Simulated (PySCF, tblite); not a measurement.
# C4H11NSSi− (doublet): geometry, infrared bands and EPR parameters

Aim: predict the infrared bands and EPR parameters of C4H11NSSi− (doublet) (`C[SiH](C)C[C](N)[S-]`).

The runs use tblite 0.8.0 and PySCF 2.14.0, with density-fitted response routines of our own; the level of theory stands in each step. All values are computed, except where a source is named. Atoms count from 0, in the outputs and in this text.

## Step 1: The starting structure

18 atoms, charge -1, multiplicity 2; geometry from: force field or distance geometry start.

Bonds of the start (Å): C0–Si1 1.85, Si1–C2 1.88, Si1–C3 1.89, C3–C4 1.51, C4–N5 1.46, C4–S6 1.78, C0–H7 1.12, C0–H8 1.11, C0–H9 1.12, Si1–H10 1.45, C2–H11 1.09, C2–H12 1.11, C2–H13 1.12, C3–H14 1.12, C3–H15 1.13, N5–H16 1.07, N5–H17 1.06.

## Step 2: Optimising the geometry with GFN2-xTB

What the job is given:

```
{"job": {"kind": "relax", "xc": "GFN2-xTB", "basis": "xTB"}, "charge": -1, "multiplicity": 2}
C     -1.153200     1.176900    -1.439900
Si    -0.737500    -0.409200    -0.572900
C     -2.117900    -0.894500     0.601700
C      0.740100    -0.103100     0.559200
C      2.006000     0.141000    -0.218000
N      3.047400     0.358000     0.785400
S      2.354000    -1.343600    -1.138000
H     -1.188400     1.958900    -0.644300
H     -0.410700     1.460400    -2.219300
H     -2.132000     1.054600    -1.972000
H     -0.412700    -1.435200    -1.543500
H     -1.722300    -1.528900     1.395300
H     -2.957700    -1.419500     0.094600
H     -2.448400     0.066400     1.075200
H      0.466400     0.770400     1.201900
H      0.922400    -0.988400     1.239300
H      2.726100    -0.208500     1.628500
H      3.009800     1.350800     1.155200
```

Command:

```bash
> OMP_NUM_THREADS=1 python probes_run.py task.json out
```

This one command runs all jobs of the session in turn.

**Question.** This job is followed by: GFN2-xTB harmonic vibrations, gas phase; UKS B3LYP, pcH-1 on C H N S Si, non-relativistic, mean-field spin-orbit, GIAO. What will the session give for the following? strongest single infrared mode (GFN2-xTB); zero-point energy (GFN2-xTB); g(iso) (B3LYP); ⟨S²⟩; largest a(iso) (averaged by class).

**Answer**, as computed:

| quantity | value |
| --- | --- |
| strongest single infrared mode (GFN2-xTB) | 872 cm⁻¹, 321 km/mol |
| zero-point energy (GFN2-xTB) | 87.6 kcal/mol |
| g(iso) (B3LYP) | 2.00527 |
| ⟨S²⟩ | 0.755 (exact 0.75) |
| largest a(iso) (averaged by class) | 13C on C4, 175.8 MHz |

Relaxing lowered the energy by 1.184 eV in 121 steps; the close pair that moved most is Si1–C2, from 1.876 to 1.937 Å. The frame itself reshapes: Si1···S6 goes from 3.28 to 2.71 Å. No mode is imaginary among the 48: a minimum at this level. The strongest single mode, at 872 cm⁻¹, has its largest shares on H10, H9 and Si1 (the list is cut at 3 atoms). Unscaled tight-binding wavenumbers are off by several per cent, some by more. Its intensities can rank the bands wrongly. The largest share of the spin, 0.65 e, sits on C4. The isotropic g lies 2.9 ppt above the free-electron value. These values are for one conformer; the search (at its own cheap level) found 2 more, at 0.84, 0.90 kcal/mol, and measured spectra average over such forms.
